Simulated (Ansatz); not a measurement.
# Sn2Ge3Te5: the cost of one run

Method: DFT PBE, scalar-relativistic, plane waves, PAW, in Ansatz 0.2.0.

### Step 1. Starting point

The structure is tetragonal, space group I4/mmm (No. 139). Conventional cell: a = 4.378 Å, b = 4.378 Å, c = 30.919 Å, α = 90.00°, β = 90.00°, γ = 90.00°. Around Sn (site symmetry 4mm) lie 6 Te at 3.10 to 3.19 Å. Ge (site symmetry 4mm) is surrounded by 6 Te at 2.91 to 3.18 Å. Ge (site symmetry 4/mmm) has 6 Te at 3.07 to 3.10 Å in its first shell of neighbours. Te (site symmetry 4mm) has 5 Ge at 2.91 to 3.10 Å and 1 Sn at 3.19 Å in its first shell of neighbours. Te (site symmetry 4mm) has 2 Ge at 3.07 to 3.18 Å and 4 Sn at 3.10 Å in its first shell of neighbours. Te (site symmetry 4/mmm) is surrounded by 4 Ge at 3.10 Å and 2 Sn at 3.11 Å.

Structure file:

```
Sn Ge Te
1.0
    -2.18893    2.18893   15.45927
     2.18893   -2.18893   15.45927
     2.18893    2.18893  -15.45927
Sn Ge Te
2 3 5
Direct
  0.60045 0.60045 0.00000
  0.39954 0.39954 0.00000
  0.79785 0.79785 0.00000
  0.20215 0.20215 0.00000
  0.00000 0.00000 0.00000
  0.70368 0.70368 0.00000
  0.09926 0.09926 0.00000
  0.50000 0.50000 0.00000
  0.90074 0.90074 0.00000
  0.29632 0.29632 0.00000
```

The start is the relaxed end of an invented cell (made as: elements ordered on the sites of the SnTe type, Ge/Sn on Sn (I4/mmm, No. 139)), taken up again for a closer look.

### Step 2. A first look at the guess

input.yaml reads:

```yaml
crystal:
  lattice:
    - [-2.188927, 2.188927, 15.4592683]
    - [2.188927, -2.188927, 15.4592683]
    - [2.188927, 2.188927, -15.4592683]
  atoms:
    - { symbol: Sn, position: [0.600455, 0.600455, 0.0] }
    - { symbol: Sn, position: [0.399545, 0.399545, 0.0] }
    - { symbol: Ge, position: [0.797849, 0.797849, 0.0] }
    - { symbol: Ge, position: [0.202151, 0.202151, 0.0] }
    - { symbol: Ge, position: [0.0, 0.0, 0.0] }
    - { symbol: Te, position: [0.703676, 0.703676, 0.0] }
    - { symbol: Te, position: [0.099257, 0.099257, 0.0] }
    - { symbol: Te, position: [0.5, 0.5, 0.0] }
    - { symbol: Te, position: [0.900743, 0.900743, 0.0] }
    - { symbol: Te, position: [0.296324, 0.296324, 0.0] }
basis:
  ecutwfc: 420
kpoints:
  mp_grid: { grid: [6, 6, 6] }
hamiltonian:
  xc: pbe
scf:
  occupations: { method: gaussian, width: 0.1 }
  lower_state_search: "off"
output:
  forces: true
  stress: true
  eigenvalues: true
```

The run is started by

```bash
> ansatz run input.yaml --threads 4 --pin off --max-ram 8192MiB --backend cpu --events-out ev --progress --plain --runs-dir out
```

Q: Estimate wall time and peak memory on 4 threads of Intel Xeon Platinum 8488C (Sapphire Rapids), shared host.

About 9.6 s, with a peak of 1.3 GiB.
